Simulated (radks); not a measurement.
**Ionising terbium step by step, Tb⁴⁴⁺ to Tb⁶⁴⁺**

The task here is to estimate one member of a computed series from the others.

Program: radks (a radial shooting solver on a logarithmic mesh, Libxc functionals) version 1. Level of theory: scalar-relativistic Kohn-Sham, BLYP, spin-polarised, spherical densities, finite nucleus; open shells are filled with parallel spins first. These are calculated values, not measurements, unless marked.

### The atom as given

| Quantity | Value |
| --- | --- |
| element | terbium (Z = 65) |
| charges | 44 to 64 |
| first configuration | [Ar] 3d3 |
| last configuration | 1s1 |

Outer shells as boxes (Hund's rule):

Tb⁴⁴⁺
```
[Ar] core
3d [↑ ][↑ ][↑ ][  ][  ]
```

Tb⁶⁴⁺
```
1s [↑ ]
```

The first run:

Input:

```text
Z 65
configuration [Ar] 3d3 4s0 4p0
relativity scalar-relativistic
functional b88,lyp
spin polarised
nucleus finite rms 5.06 fm
c 137.035999084
```

Steps of the session up to this table: Tb⁴⁴⁺, [Ar] 3d3.

One table of the session follows, with a row left open; its other results are not shown here.

It belongs to the step «Tb⁴⁴⁺, [Ar] 3d3». From the orbitals of this run (lengths in bohr):

| level | <r> | outermost maximum (interpolated) | 90 % within | nodes |
| --- | --- | --- | --- | --- |
| 3p up | 0.2212 | 0.206 | 0.328 | 1 |
| 3p down | ? | ? | ? | ? |
| 3d up | 0.1965 | 0.165 | 0.301 | 0 |
| 3d down | 0.1970 | 0.165 | 0.302 | 0 |
| 4s up | 0.4367 | 0.434 | 0.616 | 3 |
| 4s down | 0.4378 | 0.435 | 0.618 | 3 |
| 4p up | 0.4407 | 0.439 | 0.628 | 2 |
| 4p down | 0.4420 | 0.440 | 0.630 | 2 |

Estimate the missing values for 3p down.

As computed: <r>: 0.2217; outermost maximum (interpolated): 0.206; 90 % within: 0.329; nodes: 1. In the column «<r>» it lies between 3p up (0.2212) and 4s up (0.4367).

Limits of these values: Open shells are spherical and high-spin; term and fine-structure splittings are not resolved.
